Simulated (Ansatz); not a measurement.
CuSn, space group P6_3/mmc: cell relaxations under several functionals, run with Ansatz 0.2.0, Python API.

The script, `cusn.py`:
```python
"""How the lattice of CuSn depends on the functional."""

import warnings

import ansatz as az
import numpy as np

def edges_and_angles(cell):
    cell = np.asarray(cell)
    a, b, c = np.linalg.norm(cell, axis=1)
    cosines = cell[1] @ cell[2] / (b * c), cell[0] @ cell[2] / (a * c), cell[0] @ cell[1] / (a * b)
    return (a, b, c, *np.degrees(np.arccos(cosines)))

warnings.simplefilter("ignore", az.DeckWarning)

structure = (
    az.Lattice.from_parameters(4.19, 4.19, 5.086, alpha=90.0, beta=90.0, gamma=120.0)
    .atom("Cu", (0.0, 0.0, 0.0))
    .atom("Cu", (0.0, 0.0, 0.5))
    .atom("Sn", (1 / 3, 2 / 3, 0.25))
    .atom("Sn", (2 / 3, 1 / 3, 0.75))
)

calculation = structure.calculation()
calculation = calculation.eigensolver("davidson").mixing("msr1", preconditioner="local_kerker")
calculation = calculation.kpoints(4, 4, 3, center="monkhorst-pack")
calculation = calculation.occupations("fermi_dirac")
calculation = calculation.relax(cell=True, force_tolerance=0.001)

levels = [("lda", "none"), ("blyp", "d3bj"), ("pbesol", "d3bj")]
print("level            a       b       c    alpha   beta  gamma  V/atom  steps")
for name, dispersion in levels:
    seen = []
    run = calculation.functional(name, dispersion=dispersion).session().plan()
    res = run.execute(on_event=lambda e: seen.append(e) if e["event"] == "relax_step" else None)
    cell = res.lattice.cell_ang
    label = name if dispersion == "none" else f"{name}+{dispersion}"
    print("{:13s} {:7.4f} {:7.4f} {:7.4f} {:6.2f} {:6.2f} {:6.2f}".format(label, *edges_and_angles(cell)), f"{abs(np.linalg.det(cell)) / len(res.lattice.sites):7.3f} {len(seen):5d}")
```

Rank the levels of theory by the volume of the relaxed cell.

From smallest to largest: PBEsol+D3BJ (17.55 Å³ an atom, -9.2 % against the start), LDA (17.73 Å³ an atom, -8.3 % against the start) and BLYP+D3BJ (18.58 Å³ an atom, -3.9 % against the start). The spread is 5.8 % in volume.

The output:

```console
$ python cusn.py
level            a       b       c    alpha   beta  gamma  V/atom  steps
lda            4.1220  4.1220  4.8797  90.00  90.00 121.20  17.730     6
blyp+d3bj      4.1731  4.1731  4.9800  90.00  90.00 121.03  18.580     5
pbesol+d3bj    4.1143  4.1143  4.8635  90.00  90.00 121.48  17.553     7
```

The settings weren't tested for convergence. The run is spin-unpolarised. BLYP and dispersion corrections can be off by several per cent in the lattices of metals, and by several GPa in the pressure at a fixed cell. The mesh is modest for a metal, so energies can be off by several to tens of meV an atom and pressures by half a GPa or more; differences at equal mesh fare better. The mesh has less symmetry than the crystal, which the program warned of. The cell relaxed to the group Cmcm; tensors and edges are in the axes of the typed cell. The structure is a deposited one; some such entries were measured under pressure or heat, so a shift against it needn't be the functional's error alone. The script silences the warnings on its input, which a real study should read. Hardware and time: 59 s on 1 thread of Arm Neoverse V1, with other jobs on the host, peak memory 0.46 GiB.
